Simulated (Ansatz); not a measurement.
Which YAML input does this script hand to the engine? (the Python package of Ansatz (0.2.0))

The cells in order, each with its output:

In [1]:
```python
import warnings

import ansatz
import numpy as np
import pandas as pd

warnings.simplefilter('ignore', ansatz.DeckWarning)
```

In [2]:
```python
structure = (
    ansatz.Lattice.of((2.96023, 0.01178, 0.02375), (-1.46992, 2.51024, -0.04235), (0.07003, -0.10376, 8.81029))
    .atom('Mg', (0.66953, 0.34725, 0.49484))
    .atom('Zn', (0.65785, 0.34934, 0.99348))
    .atom('Zn', (0.01586, 0.00286, 0.75495))
    .atom('Zn', (0.00048, 0.99642, 0.22749))
)
```

In [3]:
```python
# settings of the run
setup = structure.calculation()
setup = setup.occupations('fermi_dirac', width=0.15).scf(tolerance=1e-08)
setup = setup.functional(ansatz.Functional.R2SCAN).kpoints(mesh=(6, 6, 2))
setup = setup.density_of_states(energy_step=0.1, projected=True)
setup = setup.bader_charges().stress()
setup = setup.density()
setup = setup.band_table()
outcome = setup.run(threads=1)
report = outcome.report
```

In [4]:
```python
report['n_iterations'], report['closed_by']
```
Out [4]:
```text
(11, 'deck_thresholds')
```

In [5]:
```python
n_atoms = len(report['lattice']['sites'])
print('F =', round(report['free_energy_ev'], 4), 'eV for', n_atoms, 'atoms')
print('E(sigma -> 0) =', round(report['energy_sigma0_ev'], 4), 'eV, TS =', round(report['entropy_ts_ev'], 5), 'eV')
print('closed by', report['closed_by'], 'after', report['n_iterations'], 'iterations')
```
```text
F = -11903.1458 eV for 4 atoms
E(sigma -> 0) = -11903.0955 eV, TS = 0.10058 eV
closed by deck_thresholds after 11 iterations
```

In [6]:
```python
# d-band centre and width over a window about the Fermi level
dos = outcome.density_of_states()
energy = np.asarray(dos.energies_ev) - dos.fermi_ev
window = (energy > -12) & (energy < 4)
for index, site in enumerate(outcome.projected_density_of_states().sites):
    for shell in site.shells:
        if shell.l == 2:
            g = sum(np.sum(part.g_bin_mean_per_ev, axis=0) for part in shell.curves)[window]
            if g.sum() > 1e-6:
                centre = (g * energy[window]).sum() / g.sum()
                width = np.sqrt((g * (energy[window] - centre) ** 2).sum() / g.sum())
                print(f'site {index} {site.species} {shell.label}: centre {centre:.3f} eV, rms width {width:.3f} eV')
```
```text
site 1 Zn 3D: centre -7.583 eV, rms width 0.752 eV
site 2 Zn 3D: centre -7.605 eV, rms width 0.680 eV
site 3 Zn 3D: centre -7.605 eV, rms width 0.687 eV
```

In [7]:
```python
basins = outcome.bader_charges()
frame = pd.DataFrame([(a.symbol, a.partial_charge_e, a.basin.volume_ang3) for a in basins.atoms], columns=['atom', 'charge (e)', 'volume (A^3)'])
print(frame.round(3).to_string())
print('sum of charges', round(frame['charge (e)'].sum(), 4), ' sum of volumes', round(frame['volume (A^3)'].sum(), 3))
```
```text
  atom  charge (e)  volume (A^3)
0   Mg       1.450         6.877
1   Zn      -0.019        15.587
2   Zn      -0.804        22.164
3   Zn      -0.627        20.979
sum of charges 0.0  sum of volumes 65.607
```

In [8]:
```python
# principal values and the von Mises stress of the deviator
principal = np.linalg.eigvalsh(np.array(report['stress_gpa']))
mises = np.sqrt(0.5 * sum((principal[i] - principal[i - 1]) ** 2 for i in range(3)))
print('principal stresses (GPa, compression positive):', np.round(principal, 3))
print(f'mean {principal.mean():.3f} GPa, von Mises {mises:.3f} GPa, PV = {principal.mean() * report["setup"]["cell_volume_ang3"] / 160.21766:.4f} eV')

rho = outcome.density()
total = sum(ch.density_e_per_ang3 for ch in rho.channels[:2]) if len(rho.channels) < 3 else rho.channels[0].density_e_per_ang3
print('grid', rho.dims, 'electrons', round(float(total.mean() * rho.cell_volume_ang3), 4))
print(f'density range {total.min():.4f} to {total.max():.4f} e/A^3')
print(np.array2string(total[:: max(rho.dims[0] // 8, 1), :: max(rho.dims[1] // 8, 1), 0], precision=3, suppress_small=True))
```
```text
principal stresses (GPa, compression positive): [-7.209  0.745  1.473]
mean -1.664 GPa, von Mises 8.342 GPa, PV = -0.6813 eV
grid (24, 24, 72) electrons 46.0
density range 0.0947 to 44.9015 e/A^3
[[ 0.156  0.159  0.201  0.331  0.484  0.411  0.249  0.178]
 [ 0.173  0.169  0.16   0.157  0.169  0.178  0.172  0.171]
 [ 0.235  0.282  0.247  0.177  0.131  0.118  0.131  0.17 ]
 [ 0.388  0.819  0.922  0.496  0.211  0.126  0.12   0.179]
 [ 0.482  2.223  8.082  3.813  0.738  0.219  0.138  0.177]
 [ 0.342  1.839 21.75  34.803  4.271  0.548  0.192  0.167]
 [ 0.209  0.613  4.408 23.111  9.793  1.077  0.275  0.171]
 [ 0.164  0.23   0.606  1.86   2.466  0.933  0.315  0.179]]
```

In [9]:
```python
gap = None if 'band_edges_ev' not in report else report['band_edges_ev'][1] - report['band_edges_ev'][0]
print('gap on the k mesh:', 'withheld (metal, or smearing too wide to tell)' if gap is None else f'{gap:.3f} eV')
print('lowest empty less highest filled band, by band count:', round(report['gap_by_band_count_ev'], 3), 'eV')
```
```text
gap on the k mesh: withheld (metal, or smearing too wide to tell)
lowest empty less highest filled band, by band count: -2.119 eV
```

`input.yaml`:
```yaml
crystal:
  lattice:
    - [2.96023, 0.01178, 0.02375]
    - [-1.46992, 2.51024, -0.04235]
    - [0.07003, -0.10376, 8.81029]
  atoms:
    - { symbol: Mg, position: [0.66953, 0.34725, 0.49484] }
    - { symbol: Zn, position: [0.65785, 0.34934, 0.99348] }
    - { symbol: Zn, position: [0.01586, 0.00286, 0.75495] }
    - { symbol: Zn, position: [0.00048, 0.99642, 0.22749] }
kpoints:
  mp_grid: { grid: [6, 6, 2] }
hamiltonian:
  xc: r2scan
scf:
  convergence: { dr2_threshold: 1.0e-08 }
  occupations: { method: fermi_dirac, width: 0.15 }
output:
  write_density: true
  bader: true
  dos: { de: 0.1, projected: true }
  stress: true
  eigenvalues: true
```

The program run on that file:
```console
$ ansatz run input.yaml --threads 1 --pin off --max-ram 3072MiB --backend cpu --events-out ev --progress --plain --runs-dir out
Warning: output.stress: scf.convergence.dr2_threshold = 1e-8 eV is looser than the 4e-10 eV advised for a printed stress (1e-10 eV for each atom of the cell: 4). What an SCF threshold leaves in a stress goes as its square root, and in the free energy as the threshold itself, and one threshold admits the most on a small cell: of the crystals measured, under no hybrid functional and no lock of the [...]
band count auto-derived: 29 (N_el = 46.0; filled up to band 23; 28 by the electrons, moments and atoms)
Engine: ansatz 0.2.0, aarch64-unknown-linux-gnu
Pseudopotentials: kind: paw
Pseudopotential: Mg, paw, valence charge 10, recommended cutoff 500 eV (meta_gga), Mg.paw.azcp
Pseudopotential: Zn, paw, valence charge 12, recommended cutoff 500 eV (meta_gga), Zn.paw.azcp
Functional definition: r2SCAN
  parameter k0 = 0.174
  parameter k1 = 0.065
  parameter a1 = 4.9479
  exchange = r2scan_x(k0 = k0, k1 = k1, a1 = a1)
  correlation = r2scan_c
Crystal: 4 atoms, lattice volume = 65.607 Å³
Basis set: ecut = 500 eV, 1683 PW (Γ), exchange–correlation on 96×96×288 points (64 copies of the dense FFT grid, shifted against one another)
Bands: 29, of which v1, the nominal top of the filled ones, is band 23 counted from 1 (22 counted from 0)
Symmetry: 1 space group operations
Space group: P1 (ITA 1), of the structure as read, at distance tolerance 4.0e-5 Å
k-points: 40 of 72 (time reversal used)
Non-local potential: Mg, projectors of the file, l = 0: 3, l = 1: 2, l = 2: 1
Non-local potential: Zn, projectors of the file, l = 0: 2, l = 1: 2, l = 2: 3, l = 3: 1
PAW form: soft (Blöchl's): semilocal exchange-correlation on the pseudo side does not see the compensation charge
PAW frozen core: Mg, regenerated for the run's functional (the file was generated under x = pbe(κ = 0.804, μ = 0.2195149727645171), c = pbe(β = 0.06672455060314922))
PAW frozen core: Zn, regenerated for the run's functional (the file was generated under x = pbe(κ = 0.804, μ = 0.2195149727645171), c = pbe(β = 0.06672455060314922))
PAW one-centre angular grid: Mg, 302 points (default); XC on 224 Gauss nodes
PAW one-centre angular grid: Zn, 590 points (default); XC on 261 of its mesh's 2673 points in the sphere
Initial density: superposition of atomic densities (neutral atoms: chi_scale 0, normalization atom), corrected by the library's trained network
Initial wavefunctions: pseudopotential atomic-orbital guess
Functional: x = r2scan, c = r2scan; τ floored in thin density (d = 2e-4 eV/Å³)
SCF iter   1: F=—  HF=-11903.166546 eV  |F-HF|=—  |Δ(HF+E_count)|=         —  Δρ=1.91e-2  dr2=1.19e-1  dr2_τ=3.43e-3  ethr=1.77e-3  ⟨swp⟩=6.1  Hψ=5300  notcnv=0  defer=2
preconditioner: auto → Kerker (q_TF=auto, 2.572 Å⁻¹)  [metal: Δε(μ)=0.023 eV  Ē_g=11.878 eV  σ=0.150 eV  W_gap=0.04  n_scr=18 (ndim 8)  ℏωp=28.3 eV  f_vac=0.000  D(μ)=1.38/eV (n_scr^D=4)]
SCF iter   2: F=—  HF=-11903.151140 eV  |F-HF|=—  |Δ(HF+E_count)|=   1.54e-2  Δρ=2.23e-3  dr2=2.63e-3  dr2_τ=5.40e-4  ethr=2.59e-4  ⟨swp⟩=2.0  Hψ=2466  notcnv=0  defer=14
SCF iter   3: F=—  HF=-11903.146777 eV  |F-HF|=—  |Δ(HF+E_count)|=   4.36e-3  Δρ=3.66e-3  dr2=5.38e-3  dr2_τ=2.19e-5  ethr=5.72e-6  ⟨swp⟩=2.0  Hψ=1987  notcnv=0  defer=14
SCF iter   4: F=—  HF=-11903.145752 eV  |F-HF|=—  |Δ(HF+E_count)|=   1.02e-3  Δρ=1.01e-3  dr2=5.93e-4  dr2_τ=3.18e-6  ethr=5.72e-6  ⟨swp⟩=2.0  Hψ=1895  notcnv=0  defer=14
SCF iter   5: F=—  HF=-11903.145730 eV  |F-HF|=—  |Δ(HF+E_count)|=   2.23e-5  Δρ=2.72e-4  dr2=8.31e-5  dr2_τ=5.20e-7  ethr=1.29e-6  ⟨swp⟩=2.1  Hψ=1898  notcnv=0  defer=14
SCF iter   6: F=—  HF=-11903.145757 eV  |F-HF|=—  |Δ(HF+E_count)|=   2.71e-5  Δρ=2.00e-4  dr2=2.02e-5  dr2_τ=1.18e-7  ethr=1.81e-7  ⟨swp⟩=2.0  Hψ=1914  notcnv=0  defer=14
SCF iter   7: F=—  HF=-11903.145750 eV  |F-HF|=—  |Δ(HF+E_count)|=   6.34e-6  Δρ=7.16e-5  dr2=4.46e-6  dr2_τ=2.82e-8  ethr=4.40e-8  ⟨swp⟩=2.0  Hψ=1889  notcnv=0  defer=14
SCF iter   8: F=—  HF=-11903.145752 eV  |F-HF|=—  |Δ(HF+E_count)|=   2.01e-6  Δρ=1.59e-5  dr2=2.95e-7  dr2_τ=1.49e-9  ethr=9.70e-9  ⟨swp⟩=2.0  Hψ=1913  notcnv=0  defer=14
SCF iter   9: F=—  HF=-11903.145753 eV  |F-HF|=—  |Δ(HF+E_count)|=   1.94e-7  Δρ=6.07e-6  dr2=6.36e-8  dr2_τ=2.49e-10  ethr=6.42e-10  ⟨swp⟩=2.0  Hψ=1964  notcnv=0  defer=14
SCF iter  10: F=—  HF=-11903.145753 eV  |F-HF|=—  |Δ(HF+E_count)|=   3.73e-8  Δρ=4.79e-6  dr2=1.69e-8  dr2_τ=7.69e-11  ethr=1.38e-10  ⟨swp⟩=2.0  Hψ=1923  notcnv=0  defer=14
SCF iter  11: F=-11903.145753 eV  HF=-11903.145753 eV  |F-HF|=6.53e-9  |Δ(HF+E_count)|=  7.28e-12  Δρ=2.73e-6  dr2=4.41e-9  dr2_τ=3.29e-11  ethr=2.17e-11  ⟨swp⟩=7.0  Hψ=5435  notcnv=0
SCF 1 converged in 11 iterations: F = -11903.145753 eV  dr2 = 4.41e-9
  greatest PAW one-centre occupation: 1.000 electrons in one spin orbital (limit 2), on the Mg atom at site 0 (counted from 0), in its partial waves of l = 0
SCF converged after 11 iterations
Free energy (F): -11903.145753 eV
Harris-Foulkes:  -11903.145753 eV  (|F-HF|=6.53e-9)
Internal energy: -11903.045174 eV  (E = F + TS)
E sigma→0 (E₀):  -11903.095463 eV
Entropy (-TS):   -0.100578 eV (-25.145 meV/atom)
Fermi energy:    9.538941 eV
--- Per-component energies (eV) ---
  E_band       = -243.182657
  E_kinetic    = 465.934928
  E_local      = -6407.421521  (includes V_loc(G=0)·N_el)
  E_nonlocal   = 1937.206869
  E_hartree    = 2603.062834
  E_xc         = -399.725774
  E_vxc        = -202.331222  (∫ρ·V_xc dr)
  E_paw        = -5834.881684  (= ΣΔE_a)
  E_vpaw       = -1254.908829  (= ΣTr[D̂ρ^β])
  E_aug_tail   = -0.000135  (compensation charges beyond the density's cutoff)
  E_vtau       = 12.212983  (kinetic-family band-sum trace: ∫τ·v_τ [+ j·A + Jᵃ·Aᵃ] dr)
  E_ewald      = -4266.646627
  E_core_change = -0.574064  (= ΣΔE_core)
  E_smearing   = -0.100578  (= −TS)
  E_closure    = -0.000000  (closes the sum)
  Σ components = -11903.145753   (vs F -11903.145753, Δ=0.00e0)
--- Stress (GPa, compression-positive) ---
        0.738429      -0.046701      -0.360786
       -0.046701       1.375348       0.869356
       -0.360786       0.869356      -7.105461
  P = ⅓ Tr σ = -1.6639 GPa (-16.639 kbar)
--- Band table (eV; the first three rows and the last of 40) ---
  k-point 0: bands = ["-69.2633", "-34.3553", "-34.3370", "-34.3339", "-0.5974", "1.0455", "1.1518", "1.6933", "1.7120", "1.7228", "1.7654", "1.7889", "1.8481", "1.8910", "1.9697", "2.0228", "2.0578", "2.1991", "2.2208", "2.3200", "2.3843", "2.4298", "7.4496", "9.3579", "18.1668", "19.1259", "22.3206", "22.8383", "23.7677"]
  k-point 1: bands = ["-69.2633", "-34.3553", "-34.3370", "-34.3339", "-0.3986", "0.4822", "1.1701", "1.5771", "1.6935", "1.7151", "1.7296", "1.7684", "1.8318", "1.8852", "1.9287", "1.9700", "2.0263", "2.2002", "2.2224", "2.3189", "2.3846", "4.5632", "4.7421", "12.5339", "13.8037", "22.7257", "22.8247", "23.2618", "23.3780"]
  k-point 2: bands = ["-69.2615", "-34.3530", "-34.3516", "-34.3406", "0.0845", "1.3204", "1.4364", "1.6010", "1.6353", "1.7487", "1.7716", "1.8223", "1.8768", "1.9292", "1.9711", "2.0025", "2.0164", "2.0381", "2.2108", "2.3553", "2.6925", "3.2887", "8.3407", "9.9137", "17.4404", "18.5784", "19.1803", "19.6016", "19.8578"]
  k-point 39: bands = ["-69.2567", "-34.4030", "-34.3494", "-34.3460", "1.1675", "1.2033", "1.2487", "1.4712", "1.6047", "1.6544", "1.7402", "1.9811", "2.0298", "2.1912", "2.2704", "2.2880", "2.3036", "2.3632", "2.4088", "6.3603", "6.4945", "6.9551", "7.0014", "10.0933", "10.8718", "11.5138", "11.7571", "17.2659", "17.9265"]
--- Bader charges: 4 sites ---
  site symbol  charge [e]  shift [e]
     0     Mg      1.4497     0.0001
     1     Zn     -0.0195     0.0001
     2     Zn     -0.8036     0.0000
     3     Zn     -0.6266     0.0000
  estimated error of the sums over rays = 5.0e-4 e
```

What to keep in mind:
- Total energies depend on the potentials; only differences at equal settings carry meaning. A total without «per atom» is that of the cell as typed.
- The mesh is modest for a metal, so energies can be off by several to tens of meV an atom and pressures by half a GPa or more; differences at equal mesh fare better.
- Projections exist only for the shells that the potentials hold, some of them semicore, and samples at single energies can miss narrow peaks.
- Bader volumes count only the part of each basin above a small density, so their sum can fall short of the cell.
- A gap by band count of zero or less means overlapping bands, a metal.
- Densities and potentials on the grid are those of the valence electrons, and inside the cores they hang on the potentials used.
- The cell is a database structure, distorted on purpose.
- Gaps and levels are Kohn-Sham values on a finite set of k-points.
- The computed bands are complete only to about 3.9 eV above the Fermi level; beyond that the density of states is undercounted.
- A band centre counts only the states inside the window taken.
- The script silences the warnings on its input, which a real study should read.
- Run time: 74 s on 1 thread of Arm Neoverse V2, on a shared host, peak memory 0.6 GiB.

(Lines on the test bed's own set-up are left out of the output.)
